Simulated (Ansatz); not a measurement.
# C₂H₆TeZn: a ladder of functionals and wavefunction methods

Aim: compute C₂H₆TeZn with functionals from several rungs and with coupled cluster, and see how far each lands from CCSD(T) at the basis-set limit for the atomisation energy.

Computed with Ansatz 0.2.0, Gaussian basis. Level: functionals in def2-TZVPP, the program's frozen cores in correlated methods.

The runs, in order: LDA (SPW92), PBE-D4, revPBE-D4, BLYP-D4, r2SCAN-D4, B97M-V, PBE0-D4, B3LYP-D4, r2SCANh-D4, r2SCAN0-D4, HSE06-D4, BHLYP-D4, CAM-B3LYP-D4, LC-ωPBE, ωB97X-V, ωB97M-V, B2PLYP, PBE-QIDH; CCSD(T)/def2-SVP; CCSD(T)/def2-TZVPP; MP2/def2-QZVPP; extrapolation to the limit; RPA on PBE.

### 1 Structure used throughout

An earlier PBE0-D4 in a triple-zeta def2 set relaxation fixed the geometry. Te takes the def2 core potential; no spin-orbit term is included.

SMILES `[CH3][Zn][Te]C`, 10 atoms, charge 0, spin multiplicity 1.

Atoms are counted from 1 here; the program's logs count them from 0.

Bond lengths: C1–Zn2 1.946 Å, C1–H5 1.092 Å, C1–H6 1.092 Å, C1–H7 1.092 Å, Zn2–Te3 2.489 Å, Te3–C4 2.162 Å, C4–H8 1.088 Å, C4–H9 1.087 Å, C4–H10 1.087 Å. Angles: Zn2–C1–H5 110.7°, Zn2–C1–H6 110.6°, Zn2–C1–H7 110.3°, H5–C1–H6 108.5°, H5–C1–H7 108.4°, H6–C1–H7 108.3°, C1–Zn2–Te3 179.8°, Zn2–Te3–C4 96.2°, Te3–C4–H8 105.9°, Te3–C4–H9 110.3°, Te3–C4–H10 110.3°, H8–C4–H9 109.7°, H8–C4–H10 109.7°, H9–C4–H10 111.0°.

Geometry (Å):

```xyz
10
charge 0, multiplicity 1
C    -0.7922    2.1190   -1.2731
Zn    0.4403    0.7947   -0.5571
Te    2.0237   -0.8942    0.3569
C     0.5257   -2.1298    1.3076
H    -1.3830    1.6959   -2.0883
H    -1.4743    2.4695   -0.4955
H    -0.2406    2.9797   -1.6584
H     1.0679   -2.9495    1.7748
H    -0.0039   -1.5616    2.0674
H    -0.1636   -2.5236    0.5656
```

### 2 LDA

This LDA is Slater exchange with PW92 correlation.

The input, in.yaml:

```yaml
crystal:
  periodic: [false, false, false]
  atoms:
    - {symbol: C, position_ang: [-0.792181, 2.118952, -1.273131]}
    - {symbol: Zn, position_ang: [0.440265, 0.794667, -0.557064]}
    - {symbol: Te, position_ang: [2.023686, -0.894195, 0.356928]}
    - {symbol: C, position_ang: [0.525723, -2.129780, 1.307554]}
    - {symbol: H, position_ang: [-1.383001, 1.695894, -2.088253]}
    - {symbol: H, position_ang: [-1.474326, 2.469460, -0.495548]}
    - {symbol: H, position_ang: [-0.240590, 2.979692, -1.658386]}
    - {symbol: H, position_ang: [1.067905, -2.949513, 1.774840]}
    - {symbol: H, position_ang: [-0.003875, -1.561628, 2.067445]}
    - {symbol: H, position_ang: [-0.163606, -2.523550, 0.565616]}
basis:
  gaussian: {orbitals: def2-TZVPP}
hamiltonian: {xc: lda}
output: {orbitals: {seedname: orbitals}}
```

Command:

```sh
> ansatz run in.yaml --threads 4 --pin off --events-out ev --progress --plain --max-ram 10444MiB
```

The runs that follow: PBE-D4 (GGA); revPBE-D4 (GGA); BLYP-D4 (GGA); r2SCAN-D4 (meta-GGA); B97M-V (meta-GGA); PBE0-D4 (hybrid); B3LYP-D4 (hybrid); r2SCANh-D4 (hybrid); r2SCAN0-D4 (hybrid); HSE06-D4 (hybrid); BHLYP-D4 (hybrid); CAM-B3LYP-D4 (range-separated); LC-ωPBE (range-separated); ωB97X-V (range-separated); ωB97M-V (range-separated); B2PLYP (double hybrid); PBE-QIDH (double hybrid); CCSD(T) in def2-SVP; CCSD(T) in def2-TZVPP; MP2 in def2-QZVPP; RPA on PBE orbitals.

**Question.** What will the summary of the whole plan be? Wanted: atomisation energy, CCSD(T)/CBS; farthest beyond LDA; mean size of error, GGA; mean size of error, meta-GGA; mean size of error, hybrid; mean size of error, range-separated; mean size of error, double hybrid; gap, smallest and largest; T1 diagnostic.

As calculated:

| quantity | value |
| --- | --- |
| atomisation energy, CCSD(T)/CBS | 764.4 kcal/mol |
| functionals within 7.6 kcal/mol (1.0 %) | PBE-D4, r2SCAN-D4, B97M-V, PBE0-D4, B3LYP-D4, r2SCANh-D4, r2SCAN0-D4, HSE06-D4, CAM-B3LYP-D4, LC-ωPBE, ωB97X-V, ωB97M-V, PBE-QIDH |
| farthest beyond LDA | BHLYP-D4 (-22.7 kcal/mol) |
| mean size of error, GGA | 10.1 kcal/mol |
| mean size of error, meta-GGA | 3.6 kcal/mol |
| mean size of error, hybrid | 7.1 kcal/mol |
| mean size of error, range-separated | 4.0 kcal/mol |
| mean size of error, double hybrid | 9.1 kcal/mol |
| gap, smallest and largest | 3.09 eV (BLYP-D4), 9.30 eV (LC-ωPBE) |
| T1 diagnostic | 0.0122 |
| triples share of the correlation energy | 3.1 % |

The LDA atomisation energy is off by 99.7 kcal/mol (13 %): it overbinds. PBE-D4 misses by +6.7 kcal/mol. Double hybrids carry the basis error of their MP2 part in triple zeta, and no dispersion term here, so their miss is partly the set-up's. The rungs meta-GGA, range-separated, hybrid miss on average by less than the doubt on the reference (7.6 kcal/mol), so they tie. The reference freezes the cores and leaves out spin-orbit coupling and excitations past (T), and its outer-core shells are covered unevenly, so misses under about 7.6 kcal/mol can't be ranked. All levels share the lack of spin-orbit coupling, which lowers the free heavy atoms and so the true binding. Hartree-Fock recovers 73 % of the binding; the rest is correlation. CCSD(T) in def2-SVP is off by -46.3 kcal/mol, which most functionals beat. Orbital gaps span 3.1 to 9.3 eV; exact exchange widens them. For Zn the d shell is correlated and the shells below it are frozen. Correlated methods include outer-core shells of Te, which these sets cover unevenly.
